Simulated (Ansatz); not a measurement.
# CH5GaS (built from SMILES [CH3][GaH][SH]): search for a transition state

Wanted: the transition state of a 1,2-elimination (form H2–H4 and break Ga1–H2, S3–H4). The guess is relaxed with those distances held, a saddle search follows, and vibrations and two downhill relaxations check it.

Program: Ansatz 0.2.0, Gaussian basis. Level of theory: PBE0-D4, def2-SVP first, then def2-TZVP. These are calculated values, not measurements.

21 further runs of the same task are left out: 21 set aside as unsound or not needed.

### 1 Where the work starts

The guess: 8 atoms, charge 0, spin multiplicity 1.

Atoms are counted from 1 here; the program's logs count them from 0.

Bond lengths: Ga1–S3 2.128 Å, Ga1–C5 2.054 Å, C5–H6 1.095 Å, C5–H7 1.091 Å, C5–H8 1.091 Å. Angles: S3–Ga1–C5 164.8°, Ga1–C5–H6 108.3°, Ga1–C5–H7 110.7°, Ga1–C5–H8 110.1°, H6–C5–H7 109.3°, H6–C5–H8 109.5°, H7–C5–H8 108.9°.

Coordinates:

| atom | x (Å) | y (Å) | z (Å) |
| --- | --- | --- | --- |
| Ga1 | 0.31670 | -0.53530 | 0.25290 |
| H2 | 0.02020 | -1.47730 | -1.51180 |
| S3 | 1.27040 | -2.39500 | 0.65570 |
| H4 | 0.50280 | -2.12030 | -0.94940 |
| C5 | -0.43060 | 1.37430 | 0.36790 |
| H6 | -0.06910 | 1.83060 | 1.29550 |
| H7 | -1.52170 | 1.36100 | 0.37430 |
| H8 | -0.08850 | 1.96200 | -0.48510 |

Distances that are to change: H2–H4 0.98 Å, Ga1–H2 2.02 Å, S3–H4 1.80 Å.

### 2 Constrained relaxation of the guess

File hold/in.yaml:

```yaml
crystal:
  periodic: [false, false, false]
  atoms:
    - {symbol: Ga, position_ang: [0.316700, -0.535300, 0.252900]}
    - {symbol: H, position_ang: [0.020200, -1.477300, -1.511800]}
    - {symbol: S, position_ang: [1.270400, -2.395000, 0.655700]}
    - {symbol: H, position_ang: [0.502800, -2.120300, -0.949400]}
    - {symbol: C, position_ang: [-0.430600, 1.374300, 0.367900]}
    - {symbol: H, position_ang: [-0.069100, 1.830600, 1.295500]}
    - {symbol: H, position_ang: [-1.521700, 1.361000, 0.374300]}
    - {symbol: H, position_ang: [-0.088500, 1.962000, -0.485100]}
basis:
  gaussian: {orbitals: def2-SVP}
hamiltonian: {xc: pbe0, dispersion: d4}
relax: {f_tol: 0.08, max_steps: 120, escape_saddle: false, constraints: [{distance: [1, 3]}, {distance: [0, 1]}, {distance: [2, 3]}]}
```

No record of the launch command was kept for these runs.

Further steps of the session: Saddle search in the small basis; Saddle search in triple zeta; Checking the order of the point; Relaxing after a step of 0.30 Å one way along the mode; Relaxing after a step of 0.30 Å the other way along the mode.

Before running it: what results should come out? Wanted: imaginary mode; barrier from the start side; barrier from the end side; energy of the step; pairs that change; zero-point energy at the saddle.

**Answer**, as computed:

```
                       quantity                                      value
                 imaginary mode                                 1412i cm⁻¹
    barrier from the start side                                   1.976 eV
      barrier from the end side                                   1.113 eV
             energy of the step                                  +0.863 eV
              pairs that change  H2–H4 formed, Ga1–H2 broken, S3–H4 broken
zero-point energy at the saddle                                   1.331 eV
```

In words: One imaginary mode, 1412i cm⁻¹, makes this a first-order saddle. The two relaxations end on the structures that were planned. At PBE0-D4/def2-TZVP the electronic barrier is 1.976 eV, about 77 kT at 298 K, and the step runs 0.863 eV uphill. The barrier is thin enough for tunnelling; the leading (Wigner) term alone is a factor of 2.9 at 298 K.
